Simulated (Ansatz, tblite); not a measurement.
**Fac-CrCl3(PH3)3 (Cl3CrH9P3): rung by rung**

One table from this session's results is given with a row withheld; the runs are named, their logs left out.

Computed with Ansatz 0.2.0, Gaussian basis. Level: as each input shows.

The runs, in order: GFN1-xTB, GFN2-xTB, PBE-D4/def2-TZVP, r2SCAN-D4/def2-TZVP, HSE06-D4/def2-TZVP, B3LYP-D4/def2-TZVP, PBE-D4/def2-SVP, PBE0-D4/def2-SVP, HF/STO-3G, MP2/def2-TZVP, RPA/def2-TZVP.

2 further runs of the same task are left out: 2 set aside as unsound or not needed.

## The structure

The geometry is that of the quartet, from an earlier relaxation (PBE-D4/def2-SVP).

16 atoms, charge 0, spin multiplicity 4.

Bond lengths: Cr1–Cl2 2.295 Å, Cr1–P3 2.405 Å, Cr1–Cl7 2.295 Å, Cr1–P8 2.405 Å, Cr1–Cl12 2.295 Å, Cr1–P13 2.405 Å, P3–H4 1.436 Å, P3–H5 1.436 Å, P3–H6 1.422 Å, P8–H9 1.423 Å, P8–H10 1.436 Å, P8–H11 1.436 Å, P13–H14 1.423 Å, P13–H15 1.436 Å, P13–H16 1.436 Å. Angles: Cl2–Cr1–P3 173.4°, Cl2–Cr1–Cl7 103.1°, Cl2–Cr1–P8 80.8°, Cl2–Cr1–Cl12 103.1°, Cl2–Cr1–P13 80.8°, P3–Cr1–Cl7 80.8°, P3–Cr1–P8 94.8°, P3–Cr1–Cl12 80.8°, P3–Cr1–P13 94.8°, Cl7–Cr1–P8 173.4°, Cl7–Cr1–Cl12 103.1°, Cl7–Cr1–P13 80.8°, P8–Cr1–Cl12 80.8°, P8–Cr1–P13 94.8°, Cl12–Cr1–P13 173.4°, Cr1–P3–H4 121.7°, Cr1–P3–H5 121.8°, Cr1–P3–H6 112.4° and more.

Formally the metal is d3. No spin-orbit coupling is included.

PBE0-D4/def2-TZVP was run before; its log isn't repeated, and its numbers join the tables.

The first run:

Tight binding, by tblite at 300 K electronic temperature and without a spin-polarisation term:

```python
tblite.interface.Calculator('GFN1-xTB', numbers, positions, charge=0, uhf=3).singlepoint()
```

Tight binding, by tblite at 300 K electronic temperature and without a spin-polarisation term:

```python
tblite.interface.Calculator('GFN2-xTB', numbers, positions, charge=0, uhf=3).singlepoint()
```

start.molden holds the orbitals of an earlier run on this state, given as this run's starting guess.

Input file in.yaml:

```yaml
crystal:
  periodic: [false, false, false]
  atoms:
    - {symbol: Cr, position_ang: [0.578543, 0.548284, 0.500843]}
    - {symbol: Cl, position_ang: [0.412714, 0.322437, 2.778899]}
    - {symbol: P, position_ang: [0.554180, 0.593018, -1.903910]}
    - {symbol: H, position_ang: [-0.612937, 0.990639, -2.639380]}
    - {symbol: H, position_ang: [0.893853, -0.562891, -2.684801]}
    - {symbol: H, position_ang: [1.492283, 1.518573, -2.439442]}
    - {symbol: Cl, position_ang: [2.816641, 0.227522, 0.106017]}
    - {symbol: P, position_ang: [-1.811984, 0.686695, 0.727335]}
    - {symbol: H, position_ang: [-2.212431, 1.667010, 1.677172]}
    - {symbol: H, position_ang: [-2.591291, -0.424534, 1.195326]}
    - {symbol: H, position_ang: [-2.653791, 1.067829, -0.371451]}
    - {symbol: Cl, position_ang: [0.310561, 2.804985, 0.179450]}
    - {symbol: P, position_ang: [0.655314, -1.850862, 0.655010]}
    - {symbol: H, position_ang: [1.648972, -2.305363, 1.565830]}
    - {symbol: H, position_ang: [0.983698, -2.669875, -0.477476]}
    - {symbol: H, position_ang: [-0.464314, -2.613447, 1.130569]}
basis:
  gaussian: {orbitals: def2-TZVP, initial_orbitals: start.molden}
magnetization: {spin_polarized: true, initial_magnetization: 3}
hamiltonian: {xc: pbe, dispersion: d4}
scf: {omitted_lower_state_checks: [starts]}
output: {forces: true, orbitals: {seedname: orbitals}}
```

On the command line:

```sh
ansatz run in.yaml --threads 4 --pin off --events-out ev --progress --plain --max-ram 9574MiB
```

Among the steps run: PBE-D4/def2-TZVP; r2SCAN-D4/def2-TZVP; HSE06-D4/def2-TZVP; B3LYP-D4/def2-TZVP; PBE-D4/def2-SVP; PBE0-D4/def2-SVP; HF/STO-3G; MP2/def2-TZVP; RPA/def2-TZVP.

One of the session's tables, all rows but one given; the rest of the session is left out.

It belongs to the step «Binding energy». 

```
              level  binding an atom (eV)
          HF/STO-3G                 2.983
       HF/def2-TZVP                 1.825
    PBE-D4/def2-SVP                 2.822
   PBE-D4/def2-TZVP                 2.825
r2SCAN-D4/def2-TZVP                 2.789
 B3LYP-D4/def2-TZVP                 2.798
   PBE0-D4/def2-SVP                 2.729
  PBE0-D4/def2-TZVP                 2.744
 HSE06-D4/def2-TZVP                 2.744
      MP2/def2-TZVP                     ?
```

Estimate the missing values for MP2/def2-TZVP.

**Answer.** binding an atom (eV): 2.560. In the column «binding an atom (eV)» it lies between HF/def2-TZVP (1.825) and PBE0-D4/def2-SVP (2.729).

Limits of these values: Free atoms were run apart at each level; binding is atoms less cluster, divided by the number of atoms, without zero-point or spin-orbit terms.
